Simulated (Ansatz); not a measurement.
**Cl5HOW: how energies converge with the basis set**

How large a basis does Cl5HOW need? Two functionals are run in growing sets.

Program: Ansatz 0.2.0, Gaussian basis. Level of theory: one geometry, several basis sets. These are calculated values, not measurements.

Plan: PBE0-D4/def2-SVP; ωB97M-V/def2-SVP; PBE0-D4/def2-QZVPP; ωB97M-V/def2-QZVPP; the functionals' def2-TZVPP values are taken from earlier runs.

**1. The relaxed structure**

An earlier PBE0-D4 in a triple-zeta def2 set relaxation fixed the geometry. W takes the def2 core potential; no spin-orbit term is included.

SMILES `[OH][W]([Cl])([Cl])([Cl])([Cl])[Cl]`, 8 atoms, charge 0, spin multiplicity 1.

Atoms are counted from 1 here; the program's logs count them from 0.

Bond lengths: O1–W2 1.850 Å, O1–H8 0.962 Å, W2–Cl3 2.332 Å, W2–Cl4 2.278 Å, W2–Cl5 2.288 Å, W2–Cl6 2.299 Å, W2–Cl7 2.299 Å. Angles: W2–O1–H8 131.6°, O1–W2–Cl3 83.9°, O1–W2–Cl4 92.9°, O1–W2–Cl5 170.6°, O1–W2–Cl6 92.0°, O1–W2–Cl7 92.0°, Cl3–W2–Cl4 176.8°, Cl3–W2–Cl5 86.7°, Cl3–W2–Cl6 91.3°, Cl3–W2–Cl7 91.4°, Cl4–W2–Cl5 96.5°, Cl4–W2–Cl6 88.7°, Cl4–W2–Cl7 88.8°, Cl5–W2–Cl6 88.2°, Cl5–W2–Cl7 88.2°, Cl6–W2–Cl7 175.4°.

**2. PBE0-D4 in def2-SVP**

Input file in.yaml:

```yaml
crystal:
  periodic: [false, false, false]
  atoms:
    - {symbol: O, position_ang: [-0.678970, -1.269522, 0.694724]}
    - {symbol: W, position_ang: [-0.004305, 0.195520, -0.211854]}
    - {symbol: Cl, position_ang: [1.643066, 0.146015, 1.438262]}
    - {symbol: Cl, position_ang: [-1.667484, 0.143501, -1.767436]}
    - {symbol: Cl, position_ang: [1.099446, 2.005404, -1.071646]}
    - {symbol: Cl, position_ang: [-1.279236, 1.651300, 1.028584]}
    - {symbol: Cl, position_ang: [1.259076, -1.140541, -1.591138]}
    - {symbol: H, position_ang: [-0.371582, -1.731695, 1.480495]}
basis:
  gaussian: {orbitals: def2-SVP}
hamiltonian: {xc: pbe0, dispersion: d4}
output: {orbitals: {seedname: orbitals}}
```

The run is started by

```
$ ansatz run in.yaml --threads 2 --pin off --events-out ev --progress --plain --max-ram 32768MiB --backend cpu
```

After this run come: ωB97M-V in def2-SVP; PBE0-D4 in def2-QZVPP; ωB97M-V in def2-QZVPP.

**Question.** What will the summary of the whole plan be? Wanted: PBE0-D4: double and triple zeta above quadruple; ωB97M-V: double and triple zeta above quadruple.

As calculated:

| quantity | value |
| --- | --- |
| PBE0-D4: double and triple zeta above quadruple | 26.74, 1.98 eV |
| ωB97M-V: double and triple zeta above quadruple | 26.47, 1.89 eV |

For PBE0-D4 the step from double to triple zeta gains 24.77 eV and the next only 1.98 eV. Total energies overstate the basis error of differences, where much of it tends to cancel.
